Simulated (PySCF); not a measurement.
# Solver options tried on SrI

Aim: find out which solver settings change the answer for SrI.

Computed with PySCF 2.14.0. Level: each script names its method and basis.

8 further runs of the same task are left out: 8 that didn't finish.

## Step 1: Starting geometry

SrI: 2 atoms, charge 0, spin multiplicity 2.

Bond lengths: Sr1–I2 2.809 Å.

## Step 2: The run that the others are compared with

input.py reads:

```python
from pyscf import gto, scf

mol = gto.M(
    atom='Sr 0 0 0; I 0 0 2.809',
    basis='crenbl',
    ecp={'Sr': 'crenbl', 'I': 'crenbl'},
    charge=0,
    spin=1,
    symmetry=True,
    verbose=4,
)
mf = scf.UHF(mol)
mf.kernel()
mf.dip_moment()
print('orbital energies (hartree):', [e[max(0, n-3):n+3].round(4) for e, n in zip(mf.mo_energy, mol.nelec)])
```

Run with:

```
$ OMP_NUM_THREADS=1 python input.py
```

The log of this run is left out.

Base result: E(SCF) = -139.801816 Eh, 10 cycles, ⟨S²⟩ = 0.751, μ = 5.99 D.

The bond length is a typed value, not an optimised one.

## Step 3: Damping 0.5

Run 1 changes damping: none → 0.5.

input.py reads:

```python
from pyscf import gto, scf

mol = gto.M(
    atom='Sr 0 0 0; I 0 0 2.809',
    basis='crenbl',
    ecp={'Sr': 'crenbl', 'I': 'crenbl'},
    charge=0,
    spin=1,
    symmetry=True,
    verbose=4,
)
mf = scf.UHF(mol)
mf.damp = 0.5
mf.diis_start_cycle = 8
mf.kernel()
mf.dip_moment()
print('orbital energies (hartree):', [e[max(0, n-3):n+3].round(4) for e, n in zip(mf.mo_energy, mol.nelec)])
```

Run with:

```
$ OMP_NUM_THREADS=1 python input.py
```

## Step 4: Point-group symmetry off

Run 2 changes point-group symmetry: on → off.

Edit input.py of step 2 so:

```diff
@@ -8,3 +8,2 @@
     spin=1,
-    symmetry=True,
     verbose=4,
```

## Step 5: DIIS space 4

Run 3 changes DIIS space: default → 4.

Edit input.py of step 2 so:

```diff
@@ -12,2 +12,3 @@
 mf = scf.UHF(mol)
+mf.diis_space = 4
 mf.kernel()
```

## Step 6: Second-order solver on

Run 4 changes second-order solver: off → on.

Edit input.py of step 2 so:

```diff
@@ -12,2 +12,3 @@
 mf = scf.UHF(mol)
+mf = mf.newton()
 mf.kernel()
```

## Step 7: Level shift 0.1 hartree

Run 5 changes level shift: none → 0.1 hartree.

Edit input.py of step 2 so:

```diff
@@ -12,2 +12,3 @@
 mf = scf.UHF(mol)
+mf.level_shift = 0.1
 mf.kernel()
```

Q: Predict the outcome of this session. Wanted: for each run, E(SCF); from base; gap, α spin; SCF dipole.

As calculated:

```tsv
run	E(SCF) (hartree)	from base (eV)	cycles	gap, α spin (eV)	SCF dipole (D)
base	-139.801816	0	10	6.06	5.99
damping 0.5	-139.801816	0.0000	14	6.06	5.99
point-group symmetry off	-139.801816	0.0000	10	6.06	5.99
DIIS space 4	-139.801816	0.0000	11	6.06	5.99
second-order solver on	-139.801816	0.0000	4 macro	6.06	5.99
level shift 0.1 hartree	-139.801816	0.0000	13	6.06	5.99
```

Distance from each run's final energy (log10 hartree) by cycle:

```tsv
run	cycle 1	cycle 2	cycle 3	cycle 5	cycle 8	cycle 12
base	-0.3	-1.1	-2.4	-4.2	-8.1	done
damping 0.5	-0.3	-1.1	-1.8	-2.5	-3.6	-8.3
point-group symmetry off	-0.3	-1.1	-2.4	-4.2	-8.1	done
DIIS space 4	-0.3	-1.1	-2.4	-4.2	-7.8	done
second-order solver on	-2.2	-8.7	< -11	done	done	done
level shift 0.1 hartree	-0.3	-1.3	-2.2	-3.1	-5.8	-9.6
```

The SCF energy stays the same, to the digits that matter, with damping 0.5 or point-group symmetry off or DIIS space 4 or second-order solver on or level shift 0.1 hartree. The base needs 10 cycles and the run with damping 0.5 needs 14.
